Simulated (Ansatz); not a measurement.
# C2H6BN (SMILES [BH3-][N+]#CC): a rigid scan of the angle H6–B1–N2

An exercise on one series of results from a longer session: the logs are not shown, and one member is left open.

Method: single points in def2-TZVPP; program: Ansatz 0.2.0, Gaussian basis.

Levels: PBE-D4, r2SCAN-D4, PBE0-D4, B3LYP-D4, wB97M-V, Hartree-Fock, MP2, CCSD, CCSD(T). The scan takes 87.7, 92.2, 96.7, 101.2, 105.7, 110.2, 114.7, 119.2, 123.7°.

Correlated methods freeze the cores. B3LYP uses VWN-RPA correlation.

36 further runs of the same task are left out: 36 set aside as unsound or not needed.

### Starting geometry

SMILES `[BH3-][N+]#CC`, 10 atoms, charge 0, spin multiplicity 1.

Atoms are counted from 1 here; the program's logs count them from 0.

Bond lengths: B1–N2 1.425 Å, B1–H5 1.217 Å, B1–H6 1.248 Å, B1–H7 1.211 Å, N2–C3 1.132 Å, C3–C4 1.520 Å, C4–H8 1.078 Å, C4–H9 1.146 Å, C4–H10 1.159 Å. Angles: N2–B1–H5 112.6°, N2–B1–H6 110.8°, N2–B1–H7 112.3°, H5–B1–H6 106.3°, H5–B1–H7 108.6°, H6–B1–H7 105.8°, B1–N2–C3 178.9°, N2–C3–C4 175.5°, C3–C4–H8 111.5°, C3–C4–H9 108.3°, C3–C4–H10 104.6°, H8–C4–H9 114.1°, H8–C4–H10 112.4°, H9–C4–H10 105.4°.

As a file:

```
B    -0.9949    1.2413   -1.1943
N    -0.2954    0.3454   -0.3341
C     0.2611   -0.3809    0.3328
C     1.1082   -1.2954    1.2026
H    -1.6428    0.6612   -2.0456
H    -1.8080    1.9330   -0.5469
H    -0.2535    2.0275   -1.7410
H     2.0601   -1.5075    0.7436
H     1.1855   -0.8277    2.2465
H     0.4627   -2.2480    1.3394
```

The first run:

Input file pre/in.yaml:

```yaml
crystal:
  periodic: [false, false, false]
  atoms:
    - {symbol: B, position_ang: [-0.994900, 1.241300, -1.194300]}
    - {symbol: N, position_ang: [-0.295400, 0.345400, -0.334100]}
    - {symbol: C, position_ang: [0.261100, -0.380900, 0.332800]}
    - {symbol: C, position_ang: [1.108200, -1.295400, 1.202600]}
    - {symbol: H, position_ang: [-1.642800, 0.661200, -2.045600]}
    - {symbol: H, position_ang: [-1.808000, 1.933000, -0.546900]}
    - {symbol: H, position_ang: [-0.253500, 2.027500, -1.741000]}
    - {symbol: H, position_ang: [2.060100, -1.507500, 0.743600]}
    - {symbol: H, position_ang: [1.185500, -0.827700, 2.246500]}
    - {symbol: H, position_ang: [0.462700, -2.248000, 1.339400]}
basis:
  gaussian: {orbitals: def2-SVP}
hamiltonian: {xc: pbe, dispersion: d4}
relax: {f_tol: 0.03, max_steps: 250}
```

The command line of these runs was not kept.

Among the steps run: A first relaxation in a small basis; Finding the minimum; The minimum at every level; H6–B1–N2 = 87.7°; H6–B1–N2 = 92.2°; H6–B1–N2 = 96.7°; H6–B1–N2 = 101.2°; H6–B1–N2 = 105.7°; H6–B1–N2 = 110.2°; H6–B1–N2 = 114.7°; H6–B1–N2 = 119.2°; H6–B1–N2 = 123.7°.

One of the session's tables, all rows but one given; the rest of the session is left out.

It belongs to the step «The curves». Energies less that of the minimum at the same level (meV):

```
      angle (°)  PBE-D4  PBE0-D4  B3LYP-D4  wB97M-V  Hartree-Fock
           87.7     261      267       278      272           326
           92.2     145      147       154      148           179
           96.7       ?        ?         ?        ?             ?
          101.2      17       16        18       15            19
          105.7       0        0         0        0             0
105.7 (minimum)       0        0         0        0             0
          110.2      11       14        13       16            18
          114.7      49       57        55       61            70
          119.2     113      127       125      133           154
          123.7     200      222       221      232           270
```

Q: Estimate the row for angle (°) = 96.7 from the others.

Worked estimate for «PBE-D4». A straight line through the neighbours (92.2, 145) and (101.2, 17) gives 145 + (17 − 145) × (96.7 − 92.2) / (101.2 − 92.2) = 81; a parabola fitted to 4 rows on both sides gives 65.

The run gave: PBE-D4: 65; PBE0-D4: 64; B3LYP-D4: 68; wB97M-V: 64; Hartree-Fock: 77. In «PBE-D4» the line misses by +16 and the parabola by +0.

Caveats from the session: A polynomial through the near points puts the CCSD(T) minimum 0.2° below the PBE0-D4 value.
